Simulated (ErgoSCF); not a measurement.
# SbH3O (SMILES [OH][SbH2]) at UKT1/3-21G, part 2 of 2

ErgoSCF 3.8. Earlier steps stand in the parts before.

## 3. The doublet cation

molecule.xyz reads:

```xyz
5

O      0.585510    -0.650920     0.777320
Sb     0.036590     0.220350    -0.897570
H      0.673620    -1.598390     0.694610
H     -1.599340     0.327130    -0.426710
H      0.303630     1.701830    -0.147650
```

ergo.in reads:

```
set_nthreads(1)
spin_polarization = 1
basis = "3-21G"
scf.starting_guess_disturbance = 0.02
scf.use_diagonalization = 1
scf.output_mulliken_pop = 1
scf.max_number_of_iterations = 80
charge = 1
scf.convergence_threshold = 1e-06
tmpdir = "."
molecule "molecule.xyz"
run "KT1"
```

The basis set 3-21G is read from a file made from the Basis Set Exchange's data (not shown).

On the command line:

```
$ ergo ergo.in
```

Log:

```text
INMA ERGO version 3.8
INMA reading input from file ergo.in
INMA  spin_polarization := 1
INMA  basis := 3-21G
INMA Basis really set to 3-21G
INMA  starting_guess_disturbance := 0.02
INMA  use_diagonalization := 1
INMA  output_mulliken_pop := 1
INMA  max_number_of_iterations := 80
INMA  charge := 1
INMA  convergence_threshold := 1e-06
INMA running KT1
INDF      This is a DFT calculation of type: KT1
INDF Weighted mixed functional:
INDF                       VWN:    1.00000
INDF                        KT:   -0.00600
INDF                    Slater:    1.00000
INMA Running KT1
INSC SCF_general constructor, number of basis functions: 46
INSC Min internuclear distance:      1.80496 a.u.  =      0.95515 Angstrom
INSC Max internuclear distance:      6.47428 a.u.  =      3.42604 Angstrom
INSC Euclidean norm of overlap matrix =          3.28565372390  (acc 1.49e-08)
INSC Euclidean norm of invCholFactor after truncation =          5.21458730995
INSC Beginning of SCF cycle 1
INDF Grid for charge 8: 34 radial points, 5768 total, r=14.826495
INDF Grid for charge 51: 49 radial points, 18314 total, r=16.267036
INDF Grid for charge 1: 29 radial points, 2902 total, r=12.621360
INDF Generating Turbo grid Radint = 5e-09 AngInt: [ 6 29 ]
INDF Grid pruned from 32788 to 32167 grid points.
INDF Electrons:  61.1939649   0.003:  U-xc energy -120.649292 (serial)
INSC nuclearEnergy, energy_2el, energy = 160.698353, 1470.232843, -5192.740103
INSC Energy   1 =      -5192.74010301452
INSC maxabs FDS-SDF (alpha) is      165
INSC maxabs FDS-SDF (beta ) is      160
INDE E_HOMO =         -0.71680941787
INDE E_LUMO =         -0.64933217182
INDE E_HOMO =         -0.75108196953
INDE E_LUMO =         -0.71519092590
INSC <S2>_exact =   0.750, <S2> =          0.75002139362
INSC Beginning of SCF cycle 2
INDF Electrons:  61.0000234   4e-07:  U-xc energy -183.571720 (serial)
INSC nuclearEnergy, energy_2el, energy = 160.698353, 2592.232095, -6353.392128
INSC Energy   2 =      -6353.39212771568
INSC maxabs FDS-SDF (alpha) is    0.159
INSC maxabs FDS-SDF (beta ) is    0.165
INSC using DIIS to get combined Fock matrix, number of iters used for DIIS:  2
INDE E_HOMO =         -0.42248715539
INDE E_LUMO =         -0.38015958590
INDE E_HOMO =         -0.45691090446
INDE E_LUMO =         -0.41585063922
INSC <S2>_exact =   0.750, <S2> =          0.75120094765
INSC Beginning of SCF cycle 3
INDF Electrons:  61.0000815   1e-06:  U-xc energy -180.464090 (serial)
INSC nuclearEnergy, energy_2el, energy = 160.698353, 2260.044521, -6292.561839
INSC Energy   3 =      -6292.56183878796  ( diff     60.830288927719266 )
INSC maxabs FDS-SDF (alpha) is     1.72
INSC maxabs FDS-SDF (beta ) is     1.31
INSC restarting DIIS because energy did not improve.
INSC mixing best Fock matrix so far with next one, stepLength =   0.400000
INDE E_HOMO =         -0.74762155171
INDE E_LUMO =         -0.74023708832
INDE E_HOMO =         -0.80029224954
INDE E_LUMO =         -0.73887165909
INSC <S2>_exact =   0.750, <S2> =          0.75002221349
INSC Beginning of SCF cycle 4
INDF Electrons:  61.0000200   3e-07:  U-xc energy -185.200212 (serial)
INSC nuclearEnergy, energy_2el, energy = 160.698353, 2608.070677, -6368.276847
INSC Energy   4 =      -6368.27684671620  ( diff    -14.884719000515361 )
INSC maxabs FDS-SDF (alpha) is    0.285
INSC maxabs FDS-SDF (beta ) is    0.269
INSC mixing best Fock matrix so far with next one, stepLength =   0.400000
INSC increased steplength by factor 1.1, stepLength =   0.440000
INDE E_HOMO =         -0.95318602539
INDE E_LUMO =         -0.86310051628
INDE E_HOMO =         -0.97686212452
INDE E_LUMO =         -0.87961826226
INSC <S2>_exact =   0.750, <S2> =          0.75265363974
INSC Beginning of SCF cycle 5
INDF Electrons:  61.0000228   4e-07:  U-xc energy -185.261553 (serial)
INSC nuclearEnergy, energy_2el, energy = 160.698353, 2596.537937, -6370.406069
INSC Energy   5 =      -6370.40606889452  ( diff     -2.129222178324198 )
INSC maxabs FDS-SDF (alpha) is    0.242
INSC maxabs FDS-SDF (beta ) is    0.215
INSC mixing best Fock matrix so far with next one, stepLength =   0.440000
INSC increased steplength by factor 1.1, stepLength =   0.484000
INDE E_HOMO =         -0.59295947520
INDE E_LUMO =         -0.46402543713
INDE E_HOMO =         -0.63675373343
INDE E_LUMO =         -0.58865372342
INSC <S2>_exact =   0.750, <S2> =          0.75330249626
INSC Beginning of SCF cycle 6
INDF Electrons:  61.0000311   5e-07:  U-xc energy -185.317543 (serial)
INSC nuclearEnergy, energy_2el, energy = 160.698353, 2566.362766, -6371.938796
INSC Energy   6 =      -6371.93879611191  ( diff     -1.532727217389947 )
INSC maxabs FDS-SDF (alpha) is    0.332
INSC maxabs FDS-SDF (beta ) is    0.328
INSC mixing best Fock matrix so far with next one, stepLength =   0.484000
INSC increased steplength by factor 1.1, stepLength =   0.532400
INDE E_HOMO =         -0.41548715153
INDE E_LUMO =         -0.27819269270
INDE E_HOMO =         -0.43710503224
INDE E_LUMO =         -0.36654693494
INSC <S2>_exact =   0.750, <S2> =          0.75167074075
INSC Beginning of SCF cycle 7
INDF Electrons:  61.0000284   5e-07:  U-xc energy -184.057980 (serial)
INSC nuclearEnergy, energy_2el, energy = 160.698353, 2554.453841, -6372.229072
INSC Energy   7 =      -6372.22907161887  ( diff     -0.290275506959915 )
INSC maxabs FDS-SDF (alpha) is    0.262
INSC maxabs FDS-SDF (beta ) is    0.233
INSC mixing best Fock matrix so far with next one, stepLength =   0.532400
INSC increased steplength by factor 1.1, stepLength =   0.585640
INDE E_HOMO =         -0.43766583452
INDE E_LUMO =         -0.30435163859
INDE E_HOMO =         -0.49715648817
INDE E_LUMO =         -0.42440913929
INSC <S2>_exact =   0.750, <S2> =          0.75270980751
INSC Beginning of SCF cycle 8
INDF Electrons:  61.0000333   5e-07:  U-xc energy -184.739535 (serial)
INSC nuclearEnergy, energy_2el, energy = 160.698353, 2543.214809, -6372.382267
INSC Energy   8 =      -6372.38226745648  ( diff     -0.153195837609019 )
INSC maxabs FDS-SDF (alpha) is    0.302
INSC maxabs FDS-SDF (beta ) is    0.292
INSC using DIIS to get combined Fock matrix, number of iters used for DIIS:  1
INDE E_HOMO =         -0.27216235101
INDE E_LUMO =         -0.14224062661
INDE E_HOMO =         -0.29753252215
INDE E_LUMO =         -0.25737559596
INSC <S2>_exact =   0.750, <S2> =          0.75103226673
INSC Beginning of SCF cycle 9
INDF Electrons:  61.0000315   5e-07:  U-xc energy -183.071716 (serial)
INSC nuclearEnergy, energy_2el, energy = 160.698353, 2552.129686, -6365.938707
INSC Energy   9 =      -6365.93870673950  ( diff      6.443560716978936 )
INSC maxabs FDS-SDF (alpha) is    0.598
INSC maxabs FDS-SDF (beta ) is    0.724
INSC restarting DIIS because energy did not improve.
INSC mixing best Fock matrix so far with next one, stepLength =   0.585640
INDE E_HOMO =         -0.33600140588
INDE E_LUMO =         -0.24695846900
INDE E_HOMO =         -0.37197009048
INDE E_LUMO =         -0.30354096708
INSC <S2>_exact =   0.750, <S2> =          0.75116611089
INSC Beginning of SCF cycle 10
INDF Electrons:  61.0000279   5e-07:  U-xc energy -183.551519 (serial)
INSC nuclearEnergy, energy_2el, energy = 160.698353, 2546.581595, -6371.638230
INSC Energy  10 =      -6371.63823032741  ( diff      0.744037129068602 )
INSC maxabs FDS-SDF (alpha) is    0.355
INSC maxabs FDS-SDF (beta ) is    0.348
INSC restarting DIIS because energy did not improve.
INSC changing stepLength from   0.585640 to   0.292820
INSC mixing best Fock matrix so far with next one, stepLength =   0.292820
INDE E_HOMO =         -0.46691316921
INDE E_LUMO =         -0.29406181592
INDE E_HOMO =         -0.48550770828
INDE E_LUMO =         -0.44179166952
INSC <S2>_exact =   0.750, <S2> =          0.75254818646
[... 28 further cycles ...]
INSC Beginning of SCF cycle 39
INDF Electrons:  61.0000307   5e-07:  U-xc energy -184.084585 (serial)
INSC nuclearEnergy, energy_2el, energy = 160.698353, 2540.995070, -6372.886327
INSC Energy  39 =      -6372.88632724232  ( diff      0.000000000173713 )
INSC maxabs FDS-SDF (alpha) is 1.68e-05
INSC maxabs FDS-SDF (beta ) is 1.69e-05
INSC restarting DIIS because energy did not improve.
INSC changing stepLength from   0.407014 to   0.203507
INSC mixing best Fock matrix so far with next one, stepLength =   0.203507
INDE E_HOMO =         -0.49217924212
INDE E_LUMO =         -0.31334943479
INDE E_HOMO =         -0.49476799782
INDE E_LUMO =         -0.45675631611
INSC <S2>_exact =   0.750, <S2> =          0.75299881715
INSC Beginning of SCF cycle 40
INDF Electrons:  61.0000307   5e-07:  U-xc energy -184.084603 (serial)
INSC nuclearEnergy, energy_2el, energy = 160.698353, 2540.994905, -6372.886327
INSC Energy  40 =      -6372.88632724347  ( diff     -0.000000000982254 )
INSC maxabs FDS-SDF (alpha) is 6.47e-06
INSC maxabs FDS-SDF (beta ) is 1.03e-05
INSC mixing best Fock matrix so far with next one, stepLength =   0.203507
INSC increased steplength by factor 1.1, stepLength =   0.223858
INDE E_HOMO =         -0.49217996681
INDE E_LUMO =         -0.31334961012
INDE E_HOMO =         -0.49476911007
INDE E_LUMO =         -0.45675647286
INSC <S2>_exact =   0.750, <S2> =          0.75299901300
INSC Beginning of SCF cycle 41
INDF Electrons:  61.0000307   5e-07:  U-xc energy -184.084608 (serial)
INSC nuclearEnergy, energy_2el, energy = 160.698353, 2540.994852, -6372.886327
INSC Energy  41 =      -6372.88632724379  ( diff     -0.000000000320142 )
INSC maxabs FDS-SDF (alpha) is 6.85e-06
INSC maxabs FDS-SDF (beta ) is 6.92e-06
INSC mixing best Fock matrix so far with next one, stepLength =   0.223858
INSC increased steplength by factor 1.1, stepLength =   0.246243
INDE E_HOMO =         -0.49218062566
INDE E_LUMO =         -0.31334961596
INDE E_HOMO =         -0.49476923141
INDE E_LUMO =         -0.45675619802
INSC <S2>_exact =   0.750, <S2> =          0.75299915884
INSC Beginning of SCF cycle 42
INDF Electrons:  61.0000307   5e-07:  U-xc energy -184.084607 (serial)
INSC nuclearEnergy, energy_2el, energy = 160.698353, 2540.994860, -6372.886327
INSC Energy  42 =      -6372.88632724403  ( diff     -0.000000000236469 )
INSC maxabs FDS-SDF (alpha) is 4.99e-06
INSC maxabs FDS-SDF (beta ) is 6.37e-06
INSC mixing best Fock matrix so far with next one, stepLength =   0.246243
INSC increased steplength by factor 1.1, stepLength =   0.270868
INDE E_HOMO =         -0.49218125569
INDE E_LUMO =         -0.31334968257
INDE E_HOMO =         -0.49476964334
INDE E_LUMO =         -0.45675609385
INSC <S2>_exact =   0.750, <S2> =          0.75299929694
INSC Beginning of SCF cycle 43
INDF Electrons:  61.0000307   5e-07:  U-xc energy -184.084607 (serial)
INSC nuclearEnergy, energy_2el, energy = 160.698353, 2540.994849, -6372.886327
INSC Energy  43 =      -6372.88632724421  ( diff     -0.000000000176442 )
INSC maxabs FDS-SDF (alpha) is 4.49e-06
INSC maxabs FDS-SDF (beta ) is 5.03e-06
INSC mixing best Fock matrix so far with next one, stepLength =   0.270868
INSC increased steplength by factor 1.1, stepLength =   0.297954
INDE E_HOMO =         -0.49218183192
INDE E_LUMO =         -0.31334972469
INDE E_HOMO =         -0.49476987882
INDE E_LUMO =         -0.45675594439
INSC <S2>_exact =   0.750, <S2> =          0.75299941032
INSC Beginning of SCF cycle 44
INDF Electrons:  61.0000307   5e-07:  U-xc energy -184.084607 (serial)
INSC nuclearEnergy, energy_2el, energy = 160.698353, 2540.994849, -6372.886327
INSC Energy  44 =      -6372.88632724434  ( diff     -0.000000000134605 )
INSC maxabs FDS-SDF (alpha) is 3.45e-06
INSC maxabs FDS-SDF (beta ) is 4.21e-06
INSC using DIIS to get combined Fock matrix, number of iters used for DIIS:  1
INDE E_HOMO =         -0.49218359010
INDE E_LUMO =         -0.31334992508
INDE E_HOMO =         -0.49477088516
INDE E_LUMO =         -0.45675567219
INSC <S2>_exact =   0.750, <S2> =          0.75299973468
INSC Beginning of SCF cycle 45
INDF Electrons:  61.0000307   5e-07:  U-xc energy -184.084607 (serial)
INSC nuclearEnergy, energy_2el, energy = 160.698353, 2540.994830, -6372.886327
INSC Energy  45 =      -6372.88632724458  ( diff     -0.000000000239197 )
INSC maxabs FDS-SDF (alpha) is 1.56e-06
INSC maxabs FDS-SDF (beta ) is  1.3e-06
INSC using DIIS to get combined Fock matrix, number of iters used for DIIS:  2
INDE E_HOMO =         -0.49218438484
INDE E_LUMO =         -0.31334988909
INDE E_HOMO =         -0.49477022516
INDE E_LUMO =         -0.45675518602
INSC <S2>_exact =   0.750, <S2> =          0.75299972710
INSC Beginning of SCF cycle 46
INDF Electrons:  61.0000307   5e-07:  U-xc energy -184.084601 (serial)
INSC nuclearEnergy, energy_2el, energy = 160.698353, 2540.994893, -6372.886327
INSC Energy  46 =      -6372.88632724451  ( diff      0.000000000066393 )
INSC maxabs FDS-SDF (alpha) is 3.66e-06
INSC maxabs FDS-SDF (beta ) is 3.29e-06
INSC restarting DIIS because energy did not improve.
INSC mixing best Fock matrix so far with next one, stepLength =   0.297954
INDE E_HOMO =         -0.49218375839
INDE E_LUMO =         -0.31334991746
INDE E_HOMO =         -0.49477074542
INDE E_LUMO =         -0.45675556925
INSC <S2>_exact =   0.750, <S2> =          0.75299973306
INSC Beginning of SCF cycle 47
INDF Electrons:  61.0000307   5e-07:  U-xc energy -184.084606 (serial)
INSC nuclearEnergy, energy_2el, energy = 160.698353, 2540.994843, -6372.886327
INSC Energy  47 =      -6372.88632724459  ( diff     -0.000000000006366 )
INSC maxabs FDS-SDF (alpha) is 8.43e-07
INSC maxabs FDS-SDF (beta ) is 1.27e-06
INSC mixing best Fock matrix so far with next one, stepLength =   0.297954
INSC increased steplength by factor 1.1, stepLength =   0.327750
INDE E_HOMO =         -0.49218390454
INDE E_LUMO =         -0.31334997448
INDE E_HOMO =         -0.49477098451
INDE E_LUMO =         -0.45675565254
INSC <S2>_exact =   0.750, <S2> =          0.75299974177
INSC Beginning of SCF cycle 48
INDF Electrons:  61.0000307   5e-07:  U-xc energy -184.084607 (serial)
INSC nuclearEnergy, energy_2el, energy = 160.698353, 2540.994832, -6372.886327
INSC Energy  48 =      -6372.88632724460  ( diff     -0.000000000010004 )
INSC maxabs FDS-SDF (alpha) is 1.03e-06
INSC maxabs FDS-SDF (beta ) is 8.51e-07
RESC CONVERGED after  48 iterations.
RESC FINAL ENERGY:      -6372.88632724460
RESC FINAL <S2> =          0.75299974177
TISC Main SCF loop took     16.11 usr cpu s       0.19 sys cpu s      16.31 wall s
INSC SCF: dipole_moment_x [atomic units] =       0.00565962
INSC SCF: dipole_moment_y [atomic units] =      -0.37677454
INSC SCF: dipole_moment_z [atomic units] =      -1.46352121
INSC Sum of Mulliken charges (electrons):      61.0000000
INSC Mulliken charge of atom 0 =      -0.4641898
INSC Mulliken charge of atom 1 =       0.9986329
INSC Mulliken charge of atom 2 =       0.4326916
INSC Mulliken charge of atom 3 =       0.0301049
INSC Mulliken charge of atom 4 =       0.0027605
INSC Sum of Mulliken atomic charges:       1.0000000
INSC Mulliken spin density of atom 0 =       0.4416565
INSC Mulliken spin density of atom 1 =       0.3929939
INSC Mulliken spin density of atom 2 =      -0.0117602
INSC Mulliken spin density of atom 3 =       0.1558145
INSC Mulliken spin density of atom 4 =       0.0212954
INSC Sum of Mulliken atomic spin densities:       1.0000000
```

It took 17 s on 1 thread of Arm Neoverse V1, shared host; peak memory 0.29 GiB.

## 4. Results

This closing draws on all 2 parts.

Level: UKT1/3-21G.

```
                                          quantity           value
                       singlet SbH3O: total energy  -6373.21499 Eh
                      singlet SbH3O: dipole moment          1.40 D
                      doublet cation: total energy  -6372.88633 Eh
                              doublet cation: ⟨S²⟩           0.753
vertical ionisation energy (to the doublet cation)        8.943 eV
```

**Reading.** Removing an electron at fixed nuclei costs 8.94 eV (863 kJ/mol). Mulliken charges (singlet SbH3O) run from -0.65 on O1 to +0.56 on Sb2. Relativity is left out (singlet SbH3O) although the molecule holds a heavy atom. Mulliken charges (doublet cation) run from -0.46 on O1 to +1.00 on Sb2; they depend strongly on the basis. Relativity is left out (doublet cation) although the molecule holds a heavy atom.
